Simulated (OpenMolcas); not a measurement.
# Pt³⁺ among point charges: CASSCF and CASPT2 levels and susceptibility

Aim: the splitting of the states of Pt³⁺ in the field of 5 point charges, its lowest levels with spin-orbit coupling and its magnetic susceptibility.

Program: OpenMolcas 26.06. Level of theory: state-averaged CASSCF and CASPT2, spin-orbit coupling by RASSI with atomic mean-field integrals. These are calculated values, not measurements, unless marked.

### Step 1. The atom as given

```
Species                           : Pt³⁺ (platinum, Z = 78, 75 electrons)
Basis                             : ANO-RCC-VDZP [7s6p4d2f], 59 functions
Scalar Hamiltonian                : DKH2, point nucleus
Inactive shells                   : 1s 2s 2p 3s 3p 3d 4s 4p 4d 4f 5s 5p
Active space                      : 7 electrons in 5 orbitals (5d)
Some configurations of this space : 5d⁷
Orbitals                          : optimised for each spin and parity, averaged over all roots
```

The outer shells:

5d7
```
5d [↑↓][↑↓][↑ ][↑ ][↑ ]
```

The ion sits among 5 point charges of -0.65 e arranged as a trigonal bipyramid (D3h), 2.26 Å from the ion, with the axial distance 2.576 Å.

The work runs as a chain of OpenMolcas steps in one folder; each step below is one input file. Labels, J, g values, rates, χT and fits are worked out afterwards by a script from the matrices that RASSI stores.

### Step 2. Basis and integrals

Contents of a.inp:

```
&GATEWAY
Coord
1

Pt 0.0 0.0 0.0
Basis=ANO-RCC-VDZP
Group=NoSym
NoMove
AngMom=0.0 0.0 0.0
AMFI
XField
5 Angstrom 0
2.260000 0.000000 0.000000 -0.650000
-1.130000 1.957217 0.000000 -0.650000
-1.130000 -1.957217 0.000000 -0.650000
0.000000 0.000000 2.576400 -0.650000
0.000000 0.000000 -2.576400 -0.650000
&SEWARD
```

### Step 3. Reference wave functions, quartets, 10 roots

Contents of a.inp:

```
&RASSCF
FileOrb=start.orb
Symmetry=1
Spin=4
nActEl=7 0 0
Inactive=34
Ras2=5
CIRoot=10 10 1
SDav=10
CIMx=300
Iter=120 100
PrWF=0.3
OrbListing=Nothing
MaxOrb=0
>>> COPY $Project.JobIph JOB001
```

start.orb holds the contracted functions of the basis, ordered by shell, or the orbitals of the step before.

### Step 4. Reference wave functions, doublets, 40 roots

Contents of a.inp:

```
&RASSCF
FileOrb=start.orb
Symmetry=1
Spin=2
nActEl=7 0 0
Inactive=34
Ras2=5
CIRoot=40 40 1
SDav=40
CIMx=300
Iter=120 100
PrWF=0.3
OrbListing=Nothing
MaxOrb=0
>>> COPY $Project.JobIph JOB002
```

### Step 5. RASSI: spin-orbit coupling between the states

Contents of a.inp:

```
&RASSI
NrOfJobIphs=2 10 40
1 2 3 4 5 6 7 8 9 10
1 2 3 4 5 6 7 8 9 10 11 12 13 14 15 16 17 18 19 20 21 22 23 24 25 26 27
28 29 30 31 32 33 34 35 36 37 38 39 40
IphNames
JOB001
JOB002
EJob
SpinOrbit
DIPRint=1.0
SOCoupling=1000.0
Subsets=2
Property=9
'ANGMOM' 1 'ANGMOM' 2 'ANGMOM' 3 'MLTPL  1' 1 'MLTPL  1' 2 'MLTPL  1' 3
'AMFI' 1 'AMFI' 2 'AMFI' 3
SOProperty=3
'ANGMOM' 1 'ANGMOM' 2 'ANGMOM' 3
```

### Step 6. CASPT2: IPEA 0.25, imaginary shift 0.1 (closed shells correlated: 4f 5s 5p)

Contents of a.inp:

```
>>> COPY JOB001 $Project.JobIph
&CASPT2
Multistate=10 1 2 3 4 5 6 7 8 9 10
NoMult
Frozen=23
IPEA=0.25
Imaginary=0.1
MaxIter=60
WThr=0.0 0.3 0.05
PrWF=0.5
NoMix
>>> COPY JOB002 $Project.JobIph
&CASPT2
Multistate=40 1 2 3 4 5 6 7 8 9 10 11 12 13 14 15 16 17 18 19 20 21 22
23 24 25 26 27 28 29 30 31 32 33 34 35 36 37 38 39 40
NoMult
Frozen=23
IPEA=0.25
Imaginary=0.1
MaxIter=60
WThr=0.0 0.3 0.05
PrWF=0.5
NoMix
```

(Steps that only read results are left out.)

What does the calculation give? Wanted: spin-free ground state; first state of the same spin within the active space; lowest level; next level.

As calculated:

| quantity | value |
| --- | --- |
| method | SS-CASPT2, IPEA 0.25, imaginary shift 0.1 (closed shells correlated: 4f 5s 5p) |
| spin-free ground state | 4A2, 1-fold in its orbital part |
| first state of the same spin within the active space | 4A1 at 342 cm⁻¹ |
| lowest level | 2-fold E3/2, g = 0.00, 0.00, 11.67 |
| next level | 4.2 cm⁻¹ |
| χT at 300 K | 4.76 cm³ K/mol |
| effective moment at 300 K | 6.17 μB |

Cost by method:

```
                                                 method  time of its own steps  time with the reference
                                              A. CASSCF                    8 s                      8 s
B. SS-CASPT2, IPEA 0.25, imaginary shift 0.1, +4f 5s 5p                  7.2 s                     15 s
```

Times are of one thread on a shared host.

What this shows: The spin-free ground state (4A2) comes to 100 % from free-ion F terms and keeps the highest spin of the shell. χT at 300 K is 4.76, against 1.88 cm³ K/mol for the spin alone, so orbital moment adds to it. An active space of the d shell alone favours high spin; real ions in strong fields can be low spin. CASPT2 does not keep the components of a term degenerate, and the means are used. The field of point charges can differ much from that of real complexes. With metal d orbitals alone active, the gaps between spin states are rough; where two lie within a few thousand cm-1, their order is open. This is an electrostatic model: the charges have no orbitals.
